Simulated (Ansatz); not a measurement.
SrB3Pt:

```
Sr B Pt
1.0
     4.54056    0.00000    0.00000
     0.00000    4.54056    0.00000
     0.00000    0.00000    4.54056
Sr B Pt
1 3 1
Direct
  0.00000 0.00000 0.00000
  0.50000 0.00000 0.00000
  0.00000 0.50000 0.00000
  0.00000 0.00000 0.50000
  0.50000 0.50000 0.50000
```

The cell was built by a generator and needn't be a form met in nature.

* Program: Ansatz 0.2.0
* Task: relaxation of cell and atoms
* Functional: PBE
* Potentials or basis: Ansatz PAW
* Cutoff: 420 eV (not typed: the program's choice for these potentials)
* k mesh: 5 × 5 × 5
* Occupations: fermi-dirac, width 0.05 eV
* Spin: no spin polarisation
* Hubbard terms: Pt d U = 5 eV

At the start: volume 18.72 Å³/atom.

**Question.** How do energy, volume and symmetry change on relaxing?

**Answer.** It ends after 7 steps and the volume is 22.44 Å³/atom (+19.9 %); space group Pm-3m (No. 221, to 0.05 Å).

Step by step:
| step | energy change (eV) | largest force (eV/Å) | volume (Å³) |
| --- | --- | --- | --- |
| 1 | 0.0000 | 0.0000 | 93.61 |
| 2 | -0.0579 | 0.0000 | 97.75 |
| 3 | -0.1470 | 0.0000 | 112.53 |
| 4 | -0.1476 | 0.0000 | 111.51 |
| 5 | -0.1568 | 0.0000 | 111.51 |
| 6 | -0.1569 | 0.0000 | 112.21 |
| 7 | -0.1571 | 0.0000 | 112.21 |

Final structure:
```cif
data_structure
_symmetry_space_group_name_H-M 'P 1'
_symmetry_Int_Tables_number 1
_cell_length_a 4.8233
_cell_length_b 4.8233
_cell_length_c 4.8233
_cell_angle_alpha 90.000
_cell_angle_beta 90.000
_cell_angle_gamma 90.000
_cell_volume 112.21
loop_
_atom_site_label
_atom_site_type_symbol
_atom_site_fract_x
_atom_site_fract_y
_atom_site_fract_z
_atom_site_occupancy
Sr1 Sr 0.00000 0.00000 0.00000 1
B1 B 0.50000 0.00000 0.00000 1
B2 B 0.00000 0.50000 0.00000 1
B3 B 0.00000 0.00000 0.50000 1
Pt1 Pt 0.50000 0.50000 0.50000 1
```

Caveat: the volume moved by over 15 % at a fixed basis, so the end points are rough; the plane-wave basis is chosen anew once the cell has moved, so the energies of steps on either side of that aren't comparable; U without spin polarisation on a metal has little footing; the U is typed as a test and isn't derived for this compound.
